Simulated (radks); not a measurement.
# Ionisation of Pd³⁺: one atom, several choices of functional

Aim: the ionisation energy of Pd³⁺ ([Kr] 4d7) to Pd⁴⁺ ([Kr] 4d6) for each choice of functional, and which comes nearest the tabulated value.

The numbers are computed with radks (a radial shooting solver on a logarithmic mesh, Libxc functionals) version 1 (non-relativistic Kohn-Sham, spin-polarised, spherical densities, point nucleus; open shells are filled with parallel spins first), except any that are marked as measured or tabulated.

### 1 Starting point

| Property | Result |
| --- | --- |
| element | palladium (Z = 46) |
| charge | +3 |
| electrons | 43 |
| configuration | [Kr] 4d7 |
| ion | Pd⁴⁺, [Kr] 4d6 |
| choices | Wu-Cohen GGA; HCTH/407; TASK exchange with Perdew-Wang LDA correlation; exchange-only PBE; LDA (Slater exchange, VWN5 correlation); exchange-only r2SCAN |

Outer shells as boxes (Hund's rule):

Pd³⁺
```
[Kr] core
4d [↑↓][↑↓][↑ ][↑ ][↑ ]
```

Pd⁴⁺
```
[Kr] core
4d [↑↓][↑ ][↑ ][↑ ][↑ ]
```

### 2 Wu-Cohen GGA: Pd³⁺

Input:

```text
Z 46
configuration [Kr] 4d7
relativity non-relativistic
functional wc,pbe
spin polarised
nucleus point
```

### 3 Wu-Cohen GGA: Pd⁴⁺

Input:

```text
Z 46
configuration [Kr] 4d6
relativity non-relativistic
functional wc,pbe
spin polarised
nucleus point
```

### 4 HCTH/407: Pd³⁺

Input:

```text
Z 46
configuration [Kr] 4d7
relativity non-relativistic
functional hcth_407
spin polarised
nucleus point
```

### 5 HCTH/407: Pd⁴⁺

Input:

```text
Z 46
configuration [Kr] 4d6
relativity non-relativistic
functional hcth_407
spin polarised
nucleus point
```

### 6 TASK exchange with Perdew-Wang LDA correlation: Pd³⁺

Input:

```text
Z 46
configuration [Kr] 4d7
relativity non-relativistic
functional task,pw
spin polarised
nucleus point
```

### 7 TASK exchange with Perdew-Wang LDA correlation: Pd⁴⁺

Input:

```text
Z 46
configuration [Kr] 4d6
relativity non-relativistic
functional task,pw
spin polarised
nucleus point
```

### 8 exchange-only PBE: Pd³⁺

Input:

```text
Z 46
configuration [Kr] 4d7
relativity non-relativistic
functional pbe,
spin polarised
nucleus point
```

### 9 exchange-only PBE: Pd⁴⁺

Input:

```text
Z 46
configuration [Kr] 4d6
relativity non-relativistic
functional pbe,
spin polarised
nucleus point
```

### 10 LDA (Slater exchange, VWN5 correlation): Pd³⁺

Input:

```text
Z 46
configuration [Kr] 4d7
relativity non-relativistic
functional lda,vwn5
spin polarised
nucleus point
```

### 11 LDA (Slater exchange, VWN5 correlation): Pd⁴⁺

Input:

```text
Z 46
configuration [Kr] 4d6
relativity non-relativistic
functional lda,vwn5
spin polarised
nucleus point
```

### 12 exchange-only r2SCAN: Pd³⁺

Input:

```text
Z 46
configuration [Kr] 4d7
relativity non-relativistic
functional r2scan,
spin polarised
nucleus point
```

### 13 exchange-only r2SCAN: Pd⁴⁺

Input:

```text
Z 46
configuration [Kr] 4d6
relativity non-relativistic
functional r2scan,
spin polarised
nucleus point
```

What does the calculation give? Wanted: for each run, functional; E(Pd³⁺); Δ-SCF; −ε(HOMO); <r> HOMO; error.

**Answer**, as computed:

```
                                    functional  E(Pd³⁺) (hartree)  Δ-SCF (eV)  −ε(HOMO) (eV)  <r> HOMO (bohr)  error (eV)
                                  Wu-Cohen GGA        -4936.82397      48.228         40.790            1.300       +2.23
                                      HCTH/407        -4940.84083      48.689         41.205            1.299       +2.69
TASK exchange with Perdew-Wang LDA correlation        -4936.79481      47.504         40.250            1.278       +1.50
                             exchange-only PBE        -4935.17489      46.771         39.402            1.313       +0.77
       LDA (Slater exchange, VWN5 correlation)        -4933.00513      48.599         41.137            1.303       +2.60
                          exchange-only r2SCAN        -4935.65343      46.236         39.014            1.304       +0.24
```

**Reading.** The NIST Atomic Spectra Database lists 46 +/- 1.7 eV (theoretical). The smallest miss is that of exchange-only r2SCAN (+0.24 eV), the largest that of HCTH/407 (+2.69 eV). The ionisation energies span 2.45 eV, the total energies of Pd³⁺ 213 eV: most of the change in the total cancels in the difference. Relativity is left out here, which matters for elements this heavy. Open shells are spherical and high-spin; term and fine-structure splittings are not resolved.
